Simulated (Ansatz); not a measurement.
# W17S36 (Tungstenite): the cost of one run

Program: Ansatz 0.2.0. Level of theory: DFT, PBE, plane-wave PAW, default files, scalar-relativistic, as far as a step names no other. These are calculated values, not measurements.

The COD entry's cell or inner coordinates are ideal or old and differ from later refinements, so a difference from it is no clean test against experiment.

## (1) Starting point

The structure is hexagonal, space group P-6m2 (No. 187). Conventional cell: a = 9.540 Å, b = 9.540 Å, c = 12.500 Å, α = 90.00°, β = 90.00°, γ = 120.00°. W (site symmetry m) has 6 S at 2.41 Å as nearest neighbours. W (site symmetry -6m2) is surrounded by 6 S at 2.41 Å. Around W (site symmetry mm2) lie 6 S at 2.41 Å. Around S (site symmetry 3m) lie 3 W at 2.41 Å. Around S (site symmetry 1) lie 3 W at 2.41 Å. Only part of the 13 independent sites is listed.

As a file:

```xyz
53
Lattice="9.5400 0.0000 0.0000 -4.7700 8.2619 0.0000 0.0000 0.0000 12.5000" Properties=species:S:1:pos:R:3 pbc="T T T"
W    -1.5900    4.5899    3.1250
W    -3.1800    7.3439    3.1250
W     3.1800    1.8360    3.1250
W     1.5900    4.5899    3.1250
W     0.0000    7.3439    3.1250
W     6.3600    1.8360    3.1250
W     4.7700    4.5899    3.1250
W     3.1800    7.3439    3.1250
W     1.5900    0.9180    9.3750
W     0.0000    3.6719    9.3750
W    -1.5900    6.4259    9.3750
W     4.7700    0.9180    9.3750
W     3.1800    3.6719    9.3750
W     1.5900    6.4259    9.3750
W     7.9500    0.9180    9.3750
W     6.3600    3.6719    9.3750
W     4.7700    6.4259    9.3750
S     0.0000    1.8360    7.8125
S    -1.5900    4.5899    7.8125
S    -3.1800    7.3439    7.8125
S     3.1800    1.8360    7.8125
S     1.5900    4.5899    7.8125
S     0.0000    7.3439    7.8125
S     6.3600    1.8360    7.8125
S     4.7700    4.5899    7.8125
S     3.1800    7.3439    7.8125
S     1.5900    0.9180    1.5625
S     0.0000    3.6719    1.5625
S    -1.5900    6.4259    1.5625
S     4.7700    0.9180    1.5625
S     3.1800    3.6719    1.5625
S     1.5900    6.4259    1.5625
S     7.9500    0.9180    1.5625
S     6.3600    3.6719    1.5625
S     4.7700    6.4259    1.5625
S     0.0000    1.8360   10.9375
S    -1.5900    4.5899   10.9375
S    -3.1800    7.3439   10.9375
S     3.1800    1.8360   10.9375
S     1.5900    4.5899   10.9375
S     0.0000    7.3439   10.9375
S     6.3600    1.8360   10.9375
S     4.7700    4.5899   10.9375
S     3.1800    7.3439   10.9375
S     1.5900    0.9180    4.6875
S     0.0000    3.6719    4.6875
S    -1.5900    6.4259    4.6875
S     4.7700    0.9180    4.6875
S     3.1800    3.6719    4.6875
S     1.5900    6.4259    4.6875
S     7.9500    0.9180    4.6875
S     6.3600    3.6719    4.6875
S     4.7700    6.4259    4.6875
```

The vacant site is at (0.111, 0.222, 0.250) in fractional coordinates of the input's cell.

## (2) First run, atoms as given

File input.yaml:

```yaml
crystal:
  lattice:
    - [9.54, 0.0, 0.0]
    - [-4.77, 8.261882352, 0.0]
    - [0.0, 0.0, 12.5]
  atoms:
    - { symbol: W, position: [0.1111111111, 0.5555555556, 0.25] }
    - { symbol: W, position: [0.1111111111, 0.8888888889, 0.25] }
    - { symbol: W, position: [0.4444444444, 0.2222222222, 0.25] }
    - { symbol: W, position: [0.4444444444, 0.5555555556, 0.25] }
    - { symbol: W, position: [0.4444444444, 0.8888888889, 0.25] }
    - { symbol: W, position: [0.7777777778, 0.2222222222, 0.25] }
    - { symbol: W, position: [0.7777777778, 0.5555555556, 0.25] }
    - { symbol: W, position: [0.7777777778, 0.8888888889, 0.25] }
    - { symbol: W, position: [0.2222222222, 0.1111111111, 0.75] }
    - { symbol: W, position: [0.2222222222, 0.4444444444, 0.75] }
    - { symbol: W, position: [0.2222222222, 0.7777777778, 0.75] }
    - { symbol: W, position: [0.5555555556, 0.1111111111, 0.75] }
    - { symbol: W, position: [0.5555555556, 0.4444444444, 0.75] }
    - { symbol: W, position: [0.5555555556, 0.7777777778, 0.75] }
    - { symbol: W, position: [0.8888888889, 0.1111111111, 0.75] }
    - { symbol: W, position: [0.8888888889, 0.4444444444, 0.75] }
    - { symbol: W, position: [0.8888888889, 0.7777777778, 0.75] }
    - { symbol: S, position: [0.1111111111, 0.2222222222, 0.625] }
    - { symbol: S, position: [0.1111111111, 0.5555555556, 0.625] }
    - { symbol: S, position: [0.1111111111, 0.8888888889, 0.625] }
    - { symbol: S, position: [0.4444444444, 0.2222222222, 0.625] }
    - { symbol: S, position: [0.4444444444, 0.5555555556, 0.625] }
    - { symbol: S, position: [0.4444444444, 0.8888888889, 0.625] }
    - { symbol: S, position: [0.7777777778, 0.2222222222, 0.625] }
    - { symbol: S, position: [0.7777777778, 0.5555555556, 0.625] }
    - { symbol: S, position: [0.7777777778, 0.8888888889, 0.625] }
    - { symbol: S, position: [0.2222222222, 0.1111111111, 0.125], spin: 0.5 }
    - { symbol: S, position: [0.2222222222, 0.4444444444, 0.125], spin: 0.5 }
    - { symbol: S, position: [0.2222222222, 0.7777777778, 0.125] }
    - { symbol: S, position: [0.5555555556, 0.1111111111, 0.125] }
    - { symbol: S, position: [0.5555555556, 0.4444444444, 0.125] }
    - { symbol: S, position: [0.5555555556, 0.7777777778, 0.125] }
    - { symbol: S, position: [0.8888888889, 0.1111111111, 0.125], spin: 0.5 }
    - { symbol: S, position: [0.8888888889, 0.4444444444, 0.125] }
    - { symbol: S, position: [0.8888888889, 0.7777777778, 0.125] }
    - { symbol: S, position: [0.1111111111, 0.2222222222, 0.875] }
    - { symbol: S, position: [0.1111111111, 0.5555555556, 0.875] }
    - { symbol: S, position: [0.1111111111, 0.8888888889, 0.875] }
    - { symbol: S, position: [0.4444444444, 0.2222222222, 0.875] }
    - { symbol: S, position: [0.4444444444, 0.5555555556, 0.875] }
    - { symbol: S, position: [0.4444444444, 0.8888888889, 0.875] }
    - { symbol: S, position: [0.7777777778, 0.2222222222, 0.875] }
    - { symbol: S, position: [0.7777777778, 0.5555555556, 0.875] }
    - { symbol: S, position: [0.7777777778, 0.8888888889, 0.875] }
    - { symbol: S, position: [0.2222222222, 0.1111111111, 0.375], spin: 0.5 }
    - { symbol: S, position: [0.2222222222, 0.4444444444, 0.375], spin: 0.5 }
    - { symbol: S, position: [0.2222222222, 0.7777777778, 0.375] }
    - { symbol: S, position: [0.5555555556, 0.1111111111, 0.375] }
    - { symbol: S, position: [0.5555555556, 0.4444444444, 0.375] }
    - { symbol: S, position: [0.5555555556, 0.7777777778, 0.375] }
    - { symbol: S, position: [0.8888888889, 0.1111111111, 0.375], spin: 0.5 }
    - { symbol: S, position: [0.8888888889, 0.4444444444, 0.375] }
    - { symbol: S, position: [0.8888888889, 0.7777777778, 0.375] }
magnetization:
  spin_polarized: true
total_charge: -2
kpoints:
  mp_grid: { grid: [3, 3, 2] }
scf:
  occupations: { method: fermi_dirac, width: 0.01 }
hamiltonian:
  xc: pbe
  pseudopotentials: { kind: paw }
output:
  forces: true
  stress: true
  populations: true
  efg: { quadrupole_moments_barn: { S: -0.0694 }, contact_densities: true }
```

Launch:

```console
$ ansatz run input.yaml --threads 4 --pin off --max-ram 10240MiB --backend cpu --events-out ev --progress --plain --runs-dir out
```

**Question.** How long does this run take on 4 threads of AMD EPYC 9R45 (Zen 5), shared host, and how much memory does it need?

About 82 s, with a peak of 6.1 GiB.
